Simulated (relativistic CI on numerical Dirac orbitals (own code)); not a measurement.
# Cu²⁺ (3d9) in crystal fields: levels and magnetism

How does a crystal field split the 3d9 shell of Cu²⁺, and what follows for the ground state and χT? 6 fields tried.

Program: relativistic CI on numerical Dirac orbitals (own code) version 1. Level of theory: Dirac-Coulomb-Breit CI, KLI orbitals optimised for each configuration, model QED (radiative potential, 1s self-energy scaled to tabulated hydrogen-like ionisation energies), valence Slater integrals scaled by 0.65, one configuration in a parametric crystal field. These are calculated values, not measurements, unless marked.

**1. Starting point**

| Item | Value |
| --- | --- |
| ion | Cu²⁺ (Cu III) |
| nuclear charge | 29 |
| electrons | 27 |
| open shell | 3d9 |
| Slater scale | 0.65 |
| field 1 (cm⁻¹) | D4h, 10Dq = 16250, Ds = 470, Dt = -600 |
| field 2 (cm⁻¹) | Td, 10Dq = -9800 |
| field 3 (cm⁻¹) | D3d, 10Dq = 11400, Dsigma = 60, Dtau = 230 |
| field 4 (cm⁻¹) | Oh, 10Dq = 13700 |
| field 5 (cm⁻¹) | Td, 10Dq = -11000 |
| field 6 (cm⁻¹) | Oh, 10Dq = 18450 |

Outer shells as boxes (Hund's rule):

[Ar] 3d9
```
[Ar] core
3d [↑↓][↑↓][↑↓][↑↓][↑ ]
```

**2. Field 1: D4h, 10Dq = 16250, Ds = 470, Dt = -600**

Input settings:

```ini
atom Cu  Z=29  charge=2  electrons=27
nucleus A=63  rms_radius_fm=3.8823
hamiltonian dirac-coulomb  breit=on  qed=on  c_scale=1
orbitals kli  potential=per-configuration
slater_scale 0.65
correlation none
mixing on
configurations
  [Ar] 3d9
end
crystal_field D4h 10Dq=16250 Ds=470 Dt=-600
```

The program writes no log. Results of the run, from its result record (rounded, main fields):

```text
{
  "status": "converged",
  "cf_levels [E_cm, degeneracy, irrep, S_eff, L_eff, J_eff, g_principal]": [
    [0, 2, "G6", 0.5, 2, 2.185, [1.999, 2.211, 2.211]],
    [1110, 2, "G7", 0.5, 2, 2.194, [2.069, 2.069, 2.376]],
    [17366.6, 2, "G7", 0.5, 2, 2.195, [1.541, 2.333, 2.333]],
    [21525.5, 2, "G7", 0.5, 2, 2.235, [0.264, 0.264, 3.915]],
    [22256.6, 2, "G6", 0.5, 2, 1.906, [0.001, 0.208, 0.208]]
  ],
  "chiT [K, cm3 K/mol]": [[2, 0.430485], [5, 0.430632], [10, 0.430876], [20, 0.431365], [50, 0.432833], [100, 0.435279], [200, 0.440176], [300, 0.445143]],
  "stabilisation [cm-1]": -11665.5,
  "radial 3d9 [Ha, bohr]": {"<r^-3>(3d)": 8.3074, "<r^1>(3d)": 0.90672, "<r^2>(3d)": 1.062, "<r^4>(3d)": 2.7868, "zeta(3d)": 0.003655},
  "n_levels_all": 5,
  "free-ion levels [i, E_cm, J2, term, w_term]": [
    [0, 0, 5, "2D", 1],
    [1, 1965.4721, 3, "2D", 1]
  ]
}
```

Run time: 0.081 s. Hardware: 1 thread, shared host.

**3. Field 2: Td, 10Dq = -9800**

Changes to the settings of step 2:

```diff
@@ -10,2 +10,2 @@
 end
-crystal_field D4h 10Dq=16250 Ds=470 Dt=-600
+crystal_field Td 10Dq=-9800
```

From the record:

```text
{
  "status": "converged",
  "cf_levels [E_cm, degeneracy, irrep, S_eff, L_eff, J_eff, g_principal]": [
    [0, 2, "G7", 0.5, 2, 2.5, [2.001, 2.001, 2.001]],
    [1081.7, 4, "G8", 0.5, 2, 2.05, "-"],
    [10683.7, 4, "G8", 0.5, 2, 2.049, "-"]
  ],
  "chiT [K, cm3 K/mol]": [[2, 0.377778], [5, 0.381287], [10, 0.387136], [20, 0.398834], [50, 0.433927], [100, 0.492416], [200, 0.608824], [300, 0.716994]],
  "stabilisation [cm-1]": -3920.0,
  "n_levels_all": 3
}
```

It took 0.076 s on 1 thread, shared host.

**4. Field 3: D3d, 10Dq = 11400, Dsigma = 60, Dtau = 230**

Changes to the settings of step 3:

```diff
@@ -10,2 +10,2 @@
 end
-crystal_field Td 10Dq=-9800
+crystal_field D3d 10Dq=11400 Dsigma=60 Dtau=230
```

From the record:

```text
{
  "status": "converged",
  "cf_levels [E_cm, degeneracy, irrep, S_eff, L_eff, J_eff, g_principal]": [
    [0, 2, "G56", 0.5, 2, 2.234, [0.0, 0.0, 2.47]],
    [88, 2, "G4", 0.5, 2, 2.192, [0.237, 0.237, 2.022]],
    [11327.5, 2, "G4", 0.5, 2, 2.435, [0.759, 0.759, 3.707]],
    [12384.9, 2, "G56", 0.5, 2, 1.851, [0.0, 0.0, 0.567]],
    [13754.1, 2, "G4", 0.5, 2, 1.978, [1.006, 1.006, 1.727]]
  ],
  "chiT [K, cm3 K/mol]": [[2, 0.200778], [5, 0.215934], [10, 0.241193], [20, 0.291256], [50, 0.402344], [100, 0.464343], [200, 0.491315], [300, 0.502278]],
  "stabilisation [cm-1]": -6724.72,
  "n_levels_all": 5
}
```

Run time: 0.071 s. Hardware: 1 thread, shared host.

**5. Field 4: Oh, 10Dq = 13700**

Changes to the settings of step 4:

```diff
@@ -10,2 +10,2 @@
 end
-crystal_field D3d 10Dq=11400 Dsigma=60 Dtau=230
+crystal_field Oh 10Dq=13700
```

From the record:

```text
{
  "status": "converged",
  "cf_levels [E_cm, degeneracy, irrep, S_eff, L_eff, J_eff, g_principal]": [
    [0, 4, "G8", 0.5, 2, 2.207, "-"],
    [12979.3, 2, "G7", 0.5, 2, 2.5, [2.001, 2.001, 2.001]],
    [14224.1, 4, "G8", 0.5, 2, 1.882, "-"]
  ],
  "chiT [K, cm3 K/mol]": [[2, 0.464538], [5, 0.464764], [10, 0.465141], [20, 0.465895], [50, 0.468158], [100, 0.47193], [200, 0.479473], [300, 0.487015]],
  "stabilisation [cm-1]": -7499.29,
  "n_levels_all": 3
}
```

Wall time 0.076 s (1 thread, shared host).

**6. Field 5: Td, 10Dq = -11000**

Changes to the settings of step 5:

```diff
@@ -10,2 +10,2 @@
 end
-crystal_field Oh 10Dq=13700
+crystal_field Td 10Dq=-11000
```

From the record:

```text
{
  "status": "converged",
  "cf_levels [E_cm, degeneracy, irrep, S_eff, L_eff, J_eff, g_principal]": [
    [0, 2, "G7", 0.5, 2, 2.5, [2.001, 2.001, 2.001]],
    [1092.6, 4, "G8", 0.5, 2, 2.039, "-"],
    [11872.9, 4, "G8", 0.5, 2, 2.06, "-"]
  ],
  "chiT [K, cm3 K/mol]": [[2, 0.377716], [5, 0.381132], [10, 0.386826], [20, 0.398214], [50, 0.432378], [100, 0.489318], [200, 0.602672], [300, 0.708234]],
  "stabilisation [cm-1]": -4400.0,
  "n_levels_all": 3
}
```

Run time: 0.076 s. Hardware: 1 thread, shared host.

**7. Field 6: Oh, 10Dq = 18450**

Changes to the settings of step 6:

```diff
@@ -10,2 +10,2 @@
 end
-crystal_field Td 10Dq=-11000
+crystal_field Oh 10Dq=18450
```

From the record:

```text
{
  "status": "converged",
  "cf_levels [E_cm, degeneracy, irrep, S_eff, L_eff, J_eff, g_principal]": [
    [0, 4, "G8", 0.5, 2, 2.192, "-"],
    [17712.9, 2, "G7", 0.5, 2, 2.5, [2.001, 2.001, 2.001]],
    [18941.3, 4, "G8", 0.5, 2, 1.899, "-"]
  ],
  "chiT [K, cm3 K/mol]": [[2, 0.441551], [5, 0.441719], [10, 0.442001], [20, 0.442563], [50, 0.444249], [100, 0.447061], [200, 0.452683], [300, 0.458305]],
  "stabilisation [cm-1]": -10332.9,
  "n_levels_all": 3
}
```

It took 0.076 s on 1 thread, shared host.

**8. The fields side by side**

| field | ground state | degeneracy | S | J | first gap (cm⁻¹) | stabilisation (cm⁻¹) | χT at 2 K | χT at 300 K |
| --- | --- | --- | --- | --- | --- | --- | --- | --- |
| 1: D4h | G6 | 2 | 0.50 | 2.19 | 1110 | -11666 | 0.430 | 0.445 |
| 2: Td | G7 | 2 | 0.50 | 2.50 | 1082 | -3920 | 0.378 | 0.717 |
| 3: D3d | G56 | 2 | 0.50 | 2.23 | 88 | -6725 | 0.201 | 0.502 |
| 4: Oh | G8 | 4 | 0.50 | 2.21 | 12979 | -7499 | 0.465 | 0.487 |
| 5: Td | G7 | 2 | 0.50 | 2.50 | 1093 | -4400 | 0.378 | 0.708 |
| 6: Oh | G8 | 4 | 0.50 | 2.19 | 17713 | -10333 | 0.442 | 0.458 |

χT is in cm³ K/mol; stabilisation counts from the free ion's lowest level; S and J come from the expectation values of their squares.

**9. Results**

```
                           quantity                                                 value
ground spin (effective S from ⟨S²⟩)  1: 0.50, 2: 0.50, 3: 0.50, 4: 0.50, 5: 0.50, 6: 0.50
                        χT at 300 K                                0.45 to 0.72 cm³ K/mol
          most axial ground doublet                         field 3, g = 0.00, 0.00, 2.47
```

In words: All fields leave the ground state at S = 1/2. The lowest doublet of field 3 is strongly axial. The field is a set of parameters, without covalency or charge transfer.
